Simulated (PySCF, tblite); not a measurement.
# C4H11BO2S+ (doublet): geometry, infrared bands and EPR parameters

Aim: predict the infrared bands and EPR parameters of C4H11BO2S+ (doublet) (`CC[S+]CCB(O)O`).

Programs: tblite 0.8.0 and PySCF 2.14.0, with density-fitted response routines of our own. Each step states its level of theory. These are calculated values for one molecule in the gas phase, unless marked as measured. Atoms are numbered from 0 throughout.

## 1. Starting geometry

19 atoms, charge 1, multiplicity 2; geometry from: force field or distance geometry start.

Bonds of the start (Å): C0–C1 1.52, C1–S2 1.84, S2–C3 1.83, C3–C4 1.50, C4–B5 1.59, B5–O6 1.48, B5–O7 1.47, C0–H8 1.11, C0–H9 1.11, C0–H10 1.11, C1–H11 1.12, C1–H12 1.09, C3–H13 1.11, C3–H14 1.11, C4–H15 1.12, C4–H16 1.10, O6–H17 0.97, O7–H18 0.99.

## 2. Relaxing the molecule with GFN2-xTB

What the job is given:

```
{"job": {"kind": "relax", "xc": "GFN2-xTB", "basis": "xTB"}, "charge": 1, "multiplicity": 2}
C     -3.035600     0.098300     0.490500
C     -2.399100    -1.033900    -0.294800
S     -0.656300    -1.259000     0.265700
C      0.121400     0.377600     0.007300
C      1.558300     0.261400    -0.398700
B      2.548000     0.052100     0.822400
O      3.469000     1.175400     1.090800
O      3.198200    -1.268700     0.854800
H     -2.270300     0.834400     0.826200
H     -3.519200    -0.341200     1.393500
H     -3.847100     0.554900    -0.116200
H     -2.989400    -1.975700    -0.166500
H     -2.421800    -0.740900    -1.348000
H     -0.418400     0.836900    -0.845800
H     -0.032300     0.963800     0.932700
H      1.801700     1.218900    -0.923200
H      1.631800    -0.589500    -1.091800
H      3.084800     2.035900     0.850600
H      4.166600    -1.191400     0.673700
```

Command:

```
> OMP_NUM_THREADS=1 python probes_run.py task.json out
```

One launch serves the whole session: the jobs run in the order shown.

**Question.** This job is followed by: GFN2-xTB harmonic vibrations, gas phase; UKS B3LYP, pcH-1 on B C H O S, non-relativistic, mean-field spin-orbit, GIAO. What will the session give for the following? strongest single infrared mode (GFN2-xTB); zero-point energy (GFN2-xTB); g(iso) (B3LYP); ⟨S²⟩; largest a(iso) (averaged by class).

**Answer**, as computed:

| quantity | value |
| --- | --- |
| strongest single infrared mode (GFN2-xTB) | 1353 cm⁻¹, 460 km/mol |
| zero-point energy (GFN2-xTB) | 95.5 kcal/mol |
| g(iso) (B3LYP) | 2.01427 |
| ⟨S²⟩ | 0.753 (exact 0.75) |
| largest a(iso) (averaged by class) | 1H on H11, H12, 77.6 MHz |

**Reading.** The optimisation took 172 steps and gained 2.034 eV; among the close pairs (by a distance rule), B5–O6 changed most, from 1.477 to 1.330 Å. The lowest mode is imaginary (21i cm⁻¹), so the xTB geometry is not a minimum. The strongest single mode, at 1353 cm⁻¹, moves mainly B5. Unscaled tight-binding wavenumbers are off by several per cent, some by more. Its intensities can rank the bands wrongly. S2 carries the largest spin population, 0.86 e. The isotropic g lies 12.0 ppt above the free-electron value.
